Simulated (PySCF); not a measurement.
# C5H6SSi: the cost of one run

Computed with PySCF 2.14.0, with density-fitted response routines of our own, on a single molecule in the gas phase. Atoms count from 0, in the outputs and in this text.

## (1) The molecule as given

13 atoms, charge 0, multiplicity 1; geometry from: GFN2-xTB.

Bonds of the start (Å): C0–C1 1.20, C1–C2 1.41, C2–C3 1.35, C3–Si4 1.86, Si4–C5 1.92, C5–S6 1.82, S6–C2 1.76, C0–H7 1.05, C3–H8 1.08, Si4–H9 1.47, Si4–H10 1.47, C5–H11 1.09, C5–H12 1.09.

## (2) Excited states and response: B3LYP/def2-SVPD

Job settings and geometry (Å):

```
{"job": {"kind": "uv", "xc": "B3LYP", "basis": "def2-SVPD", "nstates": 8, "ntriplets": 3}, "charge": 0, "multiplicity": 1}
C      3.445949     0.274836     0.587879
C      2.268232     0.159461     0.380017
C      0.888405     0.019615     0.142802
C      0.039718     1.052152    -0.029127
Si    -1.742326     0.596750    -0.309500
C     -1.461845    -1.298990    -0.222207
S      0.301735    -1.639698     0.084175
H      4.473388     0.384631     0.768096
H      0.429924     2.057031     0.009636
H     -2.264295     0.961680    -1.629346
H     -2.650150     1.016753     0.762173
H     -2.013716    -1.774782     0.584868
H     -1.719407    -1.808954    -1.147195
```

Method: TDDFT B3LYP/def2-SVPD, vertical, gas phase, core orbitals frozen in the response.

Command:

```bash
$ OMP_NUM_THREADS=1 python probes_run.py task.json out
```

The driver reads the jobs from task.json and runs them one after another.

**Question.** How long does this job take on 1 thread of Arm Neoverse N1, shared host, and how much memory does it need?

About 56 s, with a peak of 0.81 GiB.
